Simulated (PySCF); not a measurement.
# CoOCl₂: structure of the sextet

Aim: relax CoOCl₂ as a sextet from a trigonal planar start, check by its vibrations whether the end is a minimum, and collect its spectrum and constants.

The runs use PySCF 2.14.0; PBE0, basis Co def2-TZVP, O def2-TZVP, Cl def2-TZVP, no relativity, density fitting.

## Step 1: The starting structure

4 atoms, charge 0, spin multiplicity 6.

Bond lengths: Co1–O2 1.600 Å, Co1–Cl3 2.100 Å, Co1–Cl4 2.100 Å. Angles: O2–Co1–Cl3 120.0°, O2–Co1–Cl4 120.0°, Cl3–Co1–Cl4 120.0°.

```xyz
4
charge 0 multiplicity 6
Co    0.0000    0.0000   -0.3303
O     0.0000    0.0000   -1.9302
Cl   -1.8187    0.0000    0.7198
Cl    1.8187    0.0000    0.7198
```

## Step 2: First SCF at the start

The steps below are one call of a driver around PySCF. For each, scf.py gives the equivalent set-up of the SCF; relaxations use the driver's own optimiser. After this first run the driver tries any further starts and a stability analysis.

scf.py reads:

```python
from pyscf import gto, scf, dft
mol = gto.M(atom='''
Co    -0.000010     0.000000    -0.330270
O     -0.000000     0.000000    -1.930230
Cl    -1.818660     0.000000     0.719750
Cl     1.818670     0.000000     0.719760''',
    basis={'Co': 'def2-TZVP', 'O': 'def2-TZVP', 'Cl': 'def2-TZVP'},
    charge=0, spin=5)
mf = dft.UKS(mol, xc='PBE0')
mf.grids.atom_grid = (50, 194)
aux = {'Co': 'def2-universal-JKFIT', 'O': 'def2-universal-JKFIT', 'Cl': 'def2-universal-JKFIT'}
mf = mf.density_fit(auxbasis=aux)
mf.conv_tol = 1e-08
mf.diis_space = 10
mf.max_cycle = 60
mf.init_guess = 'minao'
mf.verbose = 4
mf.kernel()
```

On the command line:

```bash
$ OMP_NUM_THREADS=4 python axn.py task.json out
```

The program printed:

```text
init E= -2376.91337739445
[... the frontier-level lines of each cycle are left out ...]
cycle= 1 E= -2361.28203719494  delta_E= 15.6  |g|= 5.83  |ddm|= 7.97
cycle= 2 E= -2289.24099881399  delta_E=   72  |g|= 16.3  |ddm|= 14.1
cycle= 3 E= -2346.81527175242  delta_E= -57.6  |g|= 11.1  |ddm|= 7.84
cycle= 4 E= -2358.1153505572  delta_E= -11.3  |g|= 8.91  |ddm|= 2.32
cycle= 5 E= -2365.67520922602  delta_E= -7.56  |g|= 6.29  |ddm|= 3.91
cycle= 6 E= -2369.18163099715  delta_E= -3.51  |g|= 5.21  |ddm|=  3.3
cycle= 7 E= -2372.72716590519  delta_E= -3.55  |g|= 4.16  |ddm|= 1.83
cycle= 8 E= -2375.93045545583  delta_E= -3.2  |g|= 2.58  |ddm|= 1.04
cycle= 9 E= -2377.43319552623  delta_E= -1.5  |g|= 1.04  |ddm|= 0.697
cycle= 10 E= -2377.74701516913  delta_E= -0.314  |g|= 0.354  |ddm|= 0.658
cycle= 11 E= -2377.79665914417  delta_E= -0.0496  |g|= 0.245  |ddm|= 0.279
cycle= 12 E= -2377.81171788895  delta_E= -0.0151  |g|= 0.158  |ddm|= 0.115
cycle= 13 E= -2377.8181082052  delta_E= -0.00639  |g|= 0.0581  |ddm|= 0.0614
cycle= 14 E= -2377.81987109942  delta_E= -0.00176  |g|= 0.0343  |ddm|= 0.0801
cycle= 15 E= -2377.82030924851  delta_E= -0.000438  |g|= 0.00877  |ddm|= 0.0183
cycle= 16 E= -2377.8204266632  delta_E= -0.000117  |g|= 0.00535  |ddm|= 0.0172
cycle= 17 E= -2377.82047220639  delta_E= -4.55e-05  |g|= 0.00384  |ddm|= 0.0143
cycle= 18 E= -2377.82049068847  delta_E= -1.85e-05  |g|= 0.00125  |ddm|= 0.00823
cycle= 19 E= -2377.82049427492  delta_E= -3.59e-06  |g|= 0.000557  |ddm|= 0.00385
cycle= 20 E= -2377.82049492626  delta_E= -6.51e-07  |g|= 0.000612  |ddm|= 0.00135
cycle= 21 E= -2377.82049527971  delta_E= -3.53e-07  |g|= 0.000297  |ddm|= 0.000949
cycle= 22 E= -2377.82049537531  delta_E= -9.56e-08  |g|= 0.000121  |ddm|= 0.000744
cycle= 23 E= -2377.8204953893  delta_E= -1.4e-08  |g|= 2.69e-05  |ddm|= 0.000265
cycle= 24 E= -2377.8204953899  delta_E= -5.99e-10  |g|= 9.29e-06  |ddm|= 5.3e-05
Extra cycle  E= -2377.82049538988  delta_E= 1.46e-11  |g|= 2.22e-05  |ddm|= 1.71e-05
converged SCF energy = -2377.82049538988  <S^2> = 8.772986  2S+1 = 6.0076571
```

This step, with its further starts and checks, ran for 31 s (4 threads of Intel Xeon 6975P-C (Granite Rapids), shared host).

Energies from each starting density:

| start | energy (Eh) |
| --- | --- |
| the minimal-basis guess | -2377.820495 |
| a thermally smeared density | -2377.837014 |
| a smeared PBE density | -2377.837014 |

This is not the lowest solution: one lies 43.4 kJ/mol lower, at -2377.83701 Eh, and the relaxation starts from that.

## Step 3: Trigonal planar start, sextet: relaxation

The program finds C2v symmetry in the start, which this walk keeps. Threshold on the gradient: 0.0003 Eh/bohr, with a further test on the energy change.

scf.py: that of step 2 with these lines changed.

```diff
@@ -3,4 +3,4 @@
-Co    -0.000010     0.000000    -0.330270
-O     -0.000000     0.000000    -1.930230
-Cl    -1.818660     0.000000     0.719750
-Cl     1.818670     0.000000     0.719760''',
+Co     0.000000     0.000000    -0.330272
+O      0.000002     0.000000    -1.930232
+Cl    -1.818666     0.000000     0.719752
+Cl     1.818664     0.000000     0.719754''',
@@ -16 +15,0 @@
-mf.init_guess = 'minao'
```

Steps of the walk:

| step | energy (Eh) | change (kJ/mol) | largest symmetric gradient (Eh/bohr) |
| --- | --- | --- | --- |
| 0 | -2377.837014 | 0.00 | 0.06251 |
| 1 | -2377.842912 | -15.48 | 0.02019 |
| 2 | -2377.843857 | -17.97 | 0.00772 |
| 3 | -2377.844142 | -18.72 | 0.00212 |
| 4 | -2377.844253 | -19.01 | 0.00360 |
| 5 | -2377.844329 | -19.21 | 0.00275 |
| 6 | -2377.844351 | -19.26 | 0.00096 |
| 7 | -2377.844353 | -19.27 | 0.00017 |

The walk took 28 s.

End point (C2v, 7 steps, 19.3 kJ/mol gained): Co–Cl 2.109 Å (×2), Co–O 1.724 Å; Cl–Co–Cl 129.7°, Cl–Co–O 115.1° (×2).

## Step 4: Hessian and properties

On the finer grid the gradient is checked again; gradients at displacements of ±0.02 bohr then give force constants and infrared intensities.

scf.py: that of step 3 with these lines changed.

```diff
@@ -3,4 +3,4 @@
-Co     0.000000     0.000000    -0.330272
-O      0.000002     0.000000    -1.930232
-Cl    -1.818666     0.000000     0.719752
-Cl     1.818664     0.000000     0.719754''',
+Co     0.000000     0.000000    -0.246020
+O      0.000002     0.000000    -1.969384
+Cl    -1.906047     0.000000     0.657283
+Cl     1.906046     0.000000     0.657286''',
@@ -10 +10 @@
-mf.grids.atom_grid = (50, 194)
+mf.grids.atom_grid = (75, 302)
@@ -13 +13 @@
-mf.conv_tol = 1e-08
+mf.conv_tol = 1e-10
```

The driver hands on the density of the step before, so the log starts near convergence.

Log of the central SCF (cycles and frontier levels):

```text
init E= -2377.84422267914
[... the frontier-level lines of each cycle are left out ...]
cycle= 1 E= -2377.84422267913  delta_E= 1e-11  |g|= 7.19e-06  |ddm|= 5.37e-06
Extra cycle  E= -2377.84422267886  delta_E= 2.71e-10  |g|= 3.33e-05  |ddm|= 1.45e-05
converged SCF energy = -2377.84422267886  <S^2> = 8.7745227  2S+1 = 6.0081687
```

The whole step took 1.8 min.

Geometry: C2v; Co–Cl 2.109 Å (×2), Co–O 1.723 Å; Cl–Co–Cl 129.3°, Cl–Co–O 115.4° (×2).

Harmonic modes (main isotopes):

| symmetry | ω (cm⁻¹) | IR (km/mol) |
| --- | --- | --- |
| b1 | 80 | 26.6 |
| a1 | 109 | 0.5 |
| b2 | 166 | 0.7 |
| a1 | 382 | 11.3 |
| b2 | 466 | 104 |
| a1 | 628 | 4.2 |

Every mode is real; the point is a minimum.

Constants and moments:

* Dipole moment: 0.27 D
* Highest occupied level: -8.85 eV
* Lowest empty level: -5.83 eV
* Rotational constants: 0.1759, 0.06635, 0.04818 cm⁻¹
* Zero-point energy: 11.0 kJ/mol
* Principal polarisabilities: 32.9, 68.7, 93.2 bohr³
* Atomisation energy without zero-point energy: 903 kJ/mol
* Principal traceless quadrupole moments about the centre of mass: -3.83, -3.29, 7.12 D Å
* Entropy at 298.15 K and 1 bar (electronic part: spin only): 344.4 J/(mol K)
* Heat capacity Cp at 298.15 K: 73.4 J/(mol K)
* Enthalpy at 298.15 K above 0 K: 17.35 kJ/mol
* Rotational symmetry number: 2
* Spin squared ⟨S²⟩: 8.775

Populations by atom (charges in e):

| atom | Mulliken | Löwdin | polar tensor | spin (Mulliken) | Mayer order to Co1 |
| --- | --- | --- | --- | --- | --- |
| Co1 | 0.84 | -0.12 | 1.12 | 2.91 | – |
| O2 | -0.28 | -0.11 | -0.19 | 1.41 | 1.29 |
| Cl3,4 | -0.28 | 0.11 | -0.47 | 0.34 | 1.10 |

Mulliken populations on Co1: s 6.43, p 12.52, d 7.22, f 0.00.

## Step 5: What came out

| quantity | value |
| --- | --- |
| minimum | sextet, C2v |
| geometry | Co–Cl 2.109 Å (×2), Co–O 1.723 Å; Cl–Co–Cl 129.3°, Cl–Co–O 115.4° (×2) |
| wavenumbers (cm⁻¹) | 80 (b1), 109 (a1), 166 (b2), 382 (a1), 466 (b2), 628 (a1) |
| dipole moment | 0.27 D |
| highest occupied, lowest empty level (either spin) | -8.85, -5.83 eV |
| polar-tensor charge of Co1 | +1.12 e |
| zero-point energy | 11.0 kJ/mol |
| entropy at 298.15 K | 344.4 J/(mol K) |
| atomisation energy (no zero-point energy) | 903 kJ/mol |
| ⟨S²⟩ | 8.775 |

**Reading.** The molecule stays C2v, as typed, and the end point is a minimum. The strongest infrared band lies at 466 cm⁻¹ (b2, stretch). Most of the spin sits on Co1 (Mulliken spin 2.91, against 5 for the whole molecule). The first SCF alone would have been 43 kJ/mol too high. Only this shape and spin were tried, so other structures or states may lie lower. Open d and f shells are described by one determinant, and the ground state may have another occupation or spin.

The search up to here took 2.8 min.
